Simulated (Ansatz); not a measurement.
# BrH3O2Sn: how energies converge with the basis set

One table from this session's results is given with a row withheld; the runs are named, their logs left out.

Program: Ansatz 0.2.0, Gaussian basis. Level of theory: one geometry, several basis sets. These are calculated values, not measurements.

Levels to be run: PBE0-D4/def2-SVP; ωB97M-V/def2-SVP; PBE0-D4/def2-QZVPP; ωB97M-V/def2-QZVPP; the functionals' def2-TZVPP values are taken from earlier runs.

### The geometry

All runs share one geometry, relaxed beforehand with PBE0-D4 in a triple-zeta def2 set. Sn takes the def2 core potential; no spin-orbit term is included.

7 atoms, charge 0, spin multiplicity 1.

Atoms are counted from 1 here; the program's logs count them from 0.

Bond lengths: O1–Sn2 1.949 Å, O1–H5 0.961 Å, Sn2–O3 1.942 Å, Sn2–Br4 2.474 Å, Sn2–H6 1.690 Å, O3–H7 0.961 Å. Angles: Sn2–O1–H5 112.4°, O1–Sn2–O3 107.2°, O1–Sn2–Br4 105.2°, O1–Sn2–H6 113.9°, O3–Sn2–Br4 109.9°, O3–Sn2–H6 107.7°, Br4–Sn2–H6 112.8°, Sn2–O3–H7 113.2°.

Set-up of the first run:

The input, in.yaml:

```yaml
crystal:
  periodic: [false, false, false]
  atoms:
    - {symbol: O, position_ang: [-0.118831, 1.589425, -0.496439]}
    - {symbol: Sn, position_ang: [-0.060091, -0.075843, 0.514788]}
    - {symbol: O, position_ang: [1.535363, -1.032450, -0.043889]}
    - {symbol: Br, position_ang: [-2.078653, -1.325898, -0.179678]}
    - {symbol: H, position_ang: [-0.913554, 1.664762, -1.031801]}
    - {symbol: H, position_ang: [0.032575, 0.142398, 2.187648]}
    - {symbol: H, position_ang: [1.664389, -1.030395, -0.996228]}
basis:
  gaussian: {orbitals: def2-SVP}
hamiltonian: {xc: pbe0, dispersion: d4}
output: {orbitals: {seedname: orbitals}}
```

The run is started by

```console
$ ansatz run in.yaml --threads 2 --pin off --events-out ev --progress --plain --max-ram 22528MiB --backend cpu
```

Steps of the session up to this table: PBE0-D4 in def2-SVP; ωB97M-V in def2-SVP; PBE0-D4 in def2-QZVPP; ωB97M-V in def2-QZVPP.

One of the session's tables, all rows but one given; the rest of the session is left out.

It belongs to the step «Functionals by basis». 

```
functional       basis  HOMO (eV)
   PBE0-D4    def2-SVP          ?
   PBE0-D4  def2-TZVPP      -8.68
   PBE0-D4  def2-QZVPP      -8.70
   ωB97M-V    def2-SVP     -10.74
   ωB97M-V  def2-TZVPP     -10.92
   ωB97M-V  def2-QZVPP     -10.94
```

Estimate the missing values for PBE0-D4, def2-SVP.

**Answer.** HOMO (eV): -8.51. In the column «HOMO (eV)» it is the highest.
